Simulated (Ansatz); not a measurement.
Write a Python script for Ansatz's Python interface that makes a calculation of the elastic constants of NaBeH3, space group Pm-3m. Settings: r2SCAN, PAW, the default cutoff (500 eV here), 7×7×7 k-points, fixed occupations, D4 dispersion.

Contents of `nabeh3.extxyz`:
```text
5
Lattice="3.342892 0.0 0.0 0.0 3.342892 0.0 0.0 0.0 3.342892" Properties=species:S:1:pos:R:3 pbc="T T T"
Na    1.67144600    1.67144600    1.67144600
Be    0.00000000    0.00000000    0.00000000
H     1.67144600    0.00000000    0.00000000
H     0.00000000    1.67144600    0.00000000
H     0.00000000    0.00000000    1.67144600
```

`elastic_nabeh3.py`
```python
'''Stiffness tensor and moduli of NaBeH3.'''

import warnings

import ansatz as az
import numpy as np

warnings.simplefilter('ignore', az.DeckWarning)

cell = az.Crystal.from_extxyz('nabeh3.extxyz')

base = (
    cell.calculation()
    .functional('r2SCAN', dispersion='d4')
    .occupations('fixed')
    .scf(self_checks='high')
    .kpoints(7, 7, 7)
)
res = base.elastic('relaxed_ion').run()
elastic = res.elastic

C = np.asarray(elastic.c_gpa)
for i in range(6):
    for j in range(i, 6):
        if abs(C[i, j]) > 0.05:
            print(f'C{i + 1}{j + 1} = {C[i, j]:.1f} GPa')
print('smallest eigenvalue of C:', round(elastic.stability.min_eigenvalue_gpa, 1), 'GPa; stable:', elastic.stability.stable)
# averaged moduli need a positive definite tensor
if elastic.stability.min_eigenvalue_gpa > 0:
    m = elastic.moduli
    anisotropy = 5 * m.g_voigt_gpa / m.g_reuss_gpa + m.k_voigt_gpa / m.k_reuss_gpa - 6
    print(f'Voigt K {m.k_voigt_gpa:.1f} G {m.g_voigt_gpa:.1f}; Reuss K {m.k_reuss_gpa:.1f} G {m.g_reuss_gpa:.1f}; universal anisotropy index {anisotropy:.3f}')
```

```console
$ python elastic_nabeh3.py
C11 = 96.9 GPa
C12 = 38.3 GPa
C13 = 38.3 GPa
C22 = 96.9 GPa
C23 = 38.3 GPa
C33 = 96.9 GPa
C44 = 77.5 GPa
C55 = 77.5 GPa
C66 = 77.5 GPa
smallest eigenvalue of C: 58.6 GPa; stable: True
Voigt K 57.8 G 58.3; Reuss K 57.8 G 46.8; universal anisotropy index 1.227
```

Caveats:
- These settings explore the input space; cutoff and mesh may be short of convergence.
- A positive definite tensor excludes instabilities under uniform strain alone; phonons elsewhere in the zone can still be imaginary.
- This cell is a computed structure, which may not be the phase found in nature.
- The constants belong to the cell that was strained; where it wasn't relaxed first it may be under stress.
- Hardware and time: 46 s on 1 thread of Arm Neoverse V1 (shared host), peak memory 0.47 GiB.

(A comment or docstring line of the script was reworded after the run, the code is as it ran; lines on the test bed's own set-up are left out of the output.)
